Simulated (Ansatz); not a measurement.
# Au: the cost of one run

Program: Ansatz 0.2.0. Level of theory: DFT r2SCAN, scalar-relativistic, plane waves, PAW. These are calculated values, not measurements.

The COD cell was measured well above room temperature, so it is larger than a cold one.

## (1) The system as given

The structure is cubic, space group Fm-3m (No. 225). The conventional cell has a = 4.091 Å, b = 4.091 Å, c = 4.091 Å, α = 90.00°, β = 90.00°, γ = 90.00°. Au (site symmetry m-3m) is surrounded by 12 Au at 2.89 Å.

Structure file:

```
CELL_PARAMETERS angstrom
0.00000 2.04550 2.04550
2.04550 0.00000 2.04550
2.04550 2.04550 0.00000
ATOMIC_POSITIONS crystal
Au 0.00000 0.00000 0.00000
```

The cell is taken as given, not relaxed at this level.

## (2) The reference cell

The reference gives a free energy of -13163.5052 eV, pressure 4.08 GPa, largest force 0.000 eV/Å and gap on the mesh none (metal). It was computed beforehand with the settings of the runs below.

## (3) Setting up biaxial against axial strain

The cell is strained by p along both x and y and by q along z, with fractional coordinates fixed.

## (4) Point p = -0.030, q = -0.030

File input.yaml:

```yaml
crystal:
  lattice:
    - [0.0, 1.984135, 1.984135]
    - [1.984135, 0.0, 1.984135]
    - [1.984135, 1.984135, 0.0]
  atoms:
    - { symbol: Au, position: [0.0, 0.0, 0.0] }
basis:
  ecutwfc: 500
kpoints:
  mp_grid: { grid: [20, 20, 20] }
hamiltonian:
  xc: r2scan
scf:
  occupations: { method: gaussian, width: 0.15 }
output:
  forces: true
  stress: true
  eigenvalues: true
  write_density: true
  write_potential: true
  elf: true
  volumetric_format: npy
```

The run is started by

```console
> ansatz run input.yaml --threads 1 --pin off --max-ram 2560MiB --backend cpu --events-out ev --progress --plain --runs-dir out
```

Q: Estimate wall time and peak memory on 1 thread of Intel Xeon at 2.50GHz (Skylake/Cascade Lake), shared host.

About 18 s, with a peak of 0.43 GiB.
